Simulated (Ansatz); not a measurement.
# C2H6BNOS: the cost of one run

Program: Ansatz 0.2.0. Level of theory: RKS PBE-D4/STO-3G. These are calculated values, not measurements.

## (1) The structure to begin with

Bond lengths: O1–B2 1.427 Å, B2–C3 1.549 Å, C3–N4 1.264 Å, N4–C5 1.426 Å, C5–S6 1.800 Å, O1–H7 0.984 Å, B2–H8 1.142 Å, C3–H9 1.086 Å, C5–H10 1.071 Å, C5–H11 1.110 Å, S6–H12 1.430 Å. Angles (14 of 15 angles, heavy atoms first): O1–B2–C3 118.7°, B2–C3–N4 123.1°, C3–N4–C5 126.6°, N4–C5–S6 110.5°, O1–B2–H8 120.9°, C3–B2–H8 120.4°, B2–O1–H7 109.1°, B2–C3–H9 117.9°, N4–C3–H9 118.3°, N4–C5–H10 110.4°, N4–C5–H11 105.6°, S6–C5–H10 109.9°, S6–C5–H11 108.7°, C5–S6–H12 93.7°.

As a file:

```xyz
12

O    -0.5944    3.1204    0.2916
B    -0.8956    1.7418    0.5068
C    -0.0620    0.6728   -0.2435
N    -0.1815   -0.5675   -0.0334
C     0.5163   -1.6140   -0.7044
S    -0.0876   -3.2217   -0.1641
H     0.0468    3.4199    0.9752
H    -1.7159    1.4276    1.2369
H     0.7611    1.0131   -0.8642
H     0.4027   -1.5186   -1.7651
H     1.5782   -1.5105   -0.3964
H     0.3089   -3.0186    1.1945
```

## (2) Relaxing end A

The input, input.yaml:

```yaml
crystal:
  periodic: [false, false, false]
  atoms:
    - { symbol: O, position_ang: [-0.5944, 3.1204, 0.2916] }
    - { symbol: B, position_ang: [-0.8956, 1.7418, 0.5068] }
    - { symbol: C, position_ang: [-0.062, 0.6728, -0.2435] }
    - { symbol: "N", position_ang: [-0.1815, -0.5675, -0.0334] }
    - { symbol: C, position_ang: [0.5163, -1.614, -0.7044] }
    - { symbol: S, position_ang: [-0.0876, -3.2217, -0.1641] }
    - { symbol: H, position_ang: [0.0468, 3.4199, 0.9752] }
    - { symbol: H, position_ang: [-1.7159, 1.4276, 1.2369] }
    - { symbol: H, position_ang: [0.7611, 1.0131, -0.8642] }
    - { symbol: H, position_ang: [0.4027, -1.5186, -1.7651] }
    - { symbol: H, position_ang: [1.5782, -1.5105, -0.3964] }
    - { symbol: H, position_ang: [0.3089, -3.0186, 1.1945] }
basis:
  gaussian: { orbitals: STO-3G }
hamiltonian:
  xc: pbe
  dispersion: d4
relax:
  f_tol: 0.015
  max_steps: 40
```

Command:

```bash
$ ansatz run input.yaml --threads 1 --pin off --max-ram 2048MiB --backend cpu --events-out ev --progress --plain --runs-dir out
```

What time and memory should one allow on 1 thread of Intel Xeon 6975P-C (Granite Rapids), shared host?

About 42 s, with a peak of 0.19 GiB.
